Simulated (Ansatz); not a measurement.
**H2: atomisation energy**

How much energy holds H2 together? A script is to give an atomisation energy; the system is H2. SMILES: [2H][2H].

Computed with the Python package of Ansatz 0.2.0. Level of theory: CCSD(T)/cc-pVDZ.

## 1. The system

Bond lengths: H1–H2 0.708 Å.

No structure file is read: the coordinates are typed or built in the script.

## 2. The script

Contents of h2_tae.py:

```python
"""Atomisation energy of H2 at the given geometry."""

from collections import Counter

import ansatz as az


def energy(molecule, charge=0, unpaired=0):
    calc = molecule.calculation().basis(gaussian="cc-pVDZ").correlation("CCSD(T)")
    if charge:
        calc = calc.charge(charge)
    if unpaired:
        calc = calc.spin("collinear", total=unpaired)
    report = calc.run(threads=1, backend="cpu").report
    if report["published_state_doubts"]:
        print("  doubts:", report["published_state_doubts"])
    return report["free_energy_ev"]

geometry_ang = [
    ("H", (0.354, 0.0, 0.0)),
    ("H", (-0.354, 0.0, 0.0)),
]
geometry = az.Crystal.molecule()
for symbol, xyz in geometry_ang:
    geometry = geometry.atom(symbol, xyz)

# unpaired electrons of the ground-state atoms
unpaired = {"H": 1}
counts = Counter(site.symbol for site in geometry.cartesian_sites)
atom_energy = {s: energy(az.Crystal.molecule().atom(s, (0, 0, 0)), 0, unpaired[s]) for s in counts}
whole = energy(geometry, 0, 0)
for s, e in atom_energy.items():
    print(f"{s:2s} x{counts[s]}  {e:14.5f} eV")
print(f"H2: {whole:.5f} eV")
split = sum(counts[s] * e for s, e in atom_energy.items()) - whole
print(f"atomisation energy (no zero-point term): {23.060548 * split:.1f} kcal/mol, {split / sum(counts.values()):.3f} eV an atom")
```

## 3. What the engine is handed

The package turns the script's settings into the engine's input (first run):

```yaml
crystal:
  periodic: [false, false, false]
  atoms:
    - { symbol: H, position_ang: [0.0, 0.0, 0.0] }
basis:
  gaussian:
    orbitals: cc-pVDZ
magnetization:
  spin_polarized: true
  initial_magnetization: 1.0
correlation:
  method: ccsd_t
```

## 4. Running it

Run with:

```
python h2_tae.py
```

**Question.** What does it cost to take this molecule apart into atoms?

As calculated:

| quantity | value |
| --- | --- |
| atomisation energy, no zero point | 102.3 kcal/mol |
| runs compared | 2 |

Zero-point motion and spin-orbit terms of the atoms are left out, and both would lower it. 102.3 kcal/mol from the electronic energies, without the zero-point term. What to keep in mind:
- The geometry is a force-field or estimated start, not a minimum of this method, and the basis set is short of its limit. All parts are taken at fixed geometry, without zero-point energy.
- In double-zeta sets correlated atomisation energies come out some 10 to 15 % low.
